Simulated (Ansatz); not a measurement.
Working through a single point in a Gaussian basis of C2H10OSSi2, SMILES CCO[SiH2]S[SiH3]

With the Ansatz DFT code, driven from Python.

Notebook, run cell by cell (the value of a cell's last expression is shown):

**Cell 1**
```python
from pathlib import Path
import json

import ansatz as az

c2h10ossi2 = (
    az.Crystal.molecule()
    .atom('C', (-2.3536, 1.3484, -0.0112))
    .atom('C', (-1.7446, 0.0127, 0.3766))
    .atom('O', (-0.4759, -0.0981, -0.2565))
    .atom('Si', (0.427, -1.4655, 0.0105))
    .atom('S', (2.0475, -1.4886, -1.3618))
    .atom('Si', (3.0915, 0.1203, -0.4344))
    .atom('H', (-2.4652, 1.4202, -1.0982))
    .atom('H', (-3.3346, 1.4794, 0.454))
    .atom('H', (-1.7026, 2.1731, 0.2979))
    .atom('H', (-2.4091, -0.7963, 0.0484))
    .atom('H', (-1.635, -0.0311, 1.4675))
    .atom('H', (-0.422, -2.6562, -0.2257))
    .atom('H', (0.9081, -1.4888, 1.4115))
    .atom('H', (3.3929, -0.2262, 0.9771))
    .atom('H', (4.3742, 0.3234, -1.1517))
    .atom('H', (2.3015, 1.3733, -0.504))
)
```

**Cell 2**
```python
calculation = c2h10ossi2.calculation()
calculation = calculation.basis(gaussian='def2-SVP')
calculation = calculation.functional('hf')
calculation = calculation.orbitals()
outcome = calculation.run(threads=1, runs_dir='runs')
rep = outcome.report

rep['published_state_doubts']
```
Output:
```text
[]
```

**Cell 3**
```python
rep['converged'], rep['free_energy_ev']
```
Output:
```text
(True, -30789.01747688342)
```

**Cell 4**
```python
for key in ('converged', 'free_energy_ev', 'reference_energy_ev', 'n_frozen', 'n_occupied', 'n_virtual'):
    print(f'{key:22s} {rep[key]}')
```
Output:
```text
converged              True
free_energy_ev         -30789.01747688342
reference_energy_ev    -30789.01747688342
n_frozen               0
n_occupied             [37, 37]
n_virtual              [109, 109]
```

**Cell 5**
```python
field = rep['mean_field']
print('<S^2> =', round(abs(field['state']['spin_squared']), 4), ' all-electron relativity setting:', field['relativity'])
print('passes:', field['passes'])
if 'symmetry' in field:
    print('occupied orbitals by irrep:', field['symmetry']['occupied'])
```
Output:
```text
<S^2> = 0.0  all-electron relativity setting: none
passes: {'evaluations': 10, 'products': 16}
occupied orbitals by irrep: [{'A': 37}, {'A': 37}]
```

**Cell 6**
```python
lines = Path(rep['orbitals_path']).read_text().splitlines()
field_of = lambda key: [line.split('=')[1].strip() for line in lines if line.startswith(key)]
orbitals = [(27.211386 * float(e), s, float(n)) for e, s, n in zip(field_of('Ene='), field_of('Spin='), field_of('Occup='))]
homo = max(e for e, _, n in orbitals if n > 0.5)
lumo = min(e for e, _, n in orbitals if n < 0.5)
print(f'HOMO {homo:.3f} eV, LUMO {lumo:.3f} eV, gap {lumo - homo:.3f} eV')
with open('c2h10ossi2.json', 'w') as handle:
    json.dump({k: rep[k] for k in ('free_energy_ev', 'reference_energy_ev', 'n_occupied', 'n_virtual')}, handle, indent=1)
```
Output:
```text
HOMO -10.338 eV, LUMO 3.802 eV, gap 14.140 eV
```

File `c2h10ossi2.json` afterwards:
```json
{
 "free_energy_ev": -30789.01747688342,
 "reference_energy_ev": -30789.01747688342,
 "n_occupied": [
  37,
  37
 ],
 "n_virtual": [
  109,
  109
 ]
}
```

Caveats:
- Total energies depend on the basis set; only differences at equal settings carry meaning.
- The geometry is a force-field or estimated start, not a minimum of this method, and the basis set is short of its limit.
- Levels such as HOMO and LUMO are orbital energies: in Hartree-Fock the gap is too wide and the LUMO hangs on the basis.
- It ran for 2.9 s on 1 thread of Arm Neoverse V2, on a shared host, peak memory 0.39 GiB.
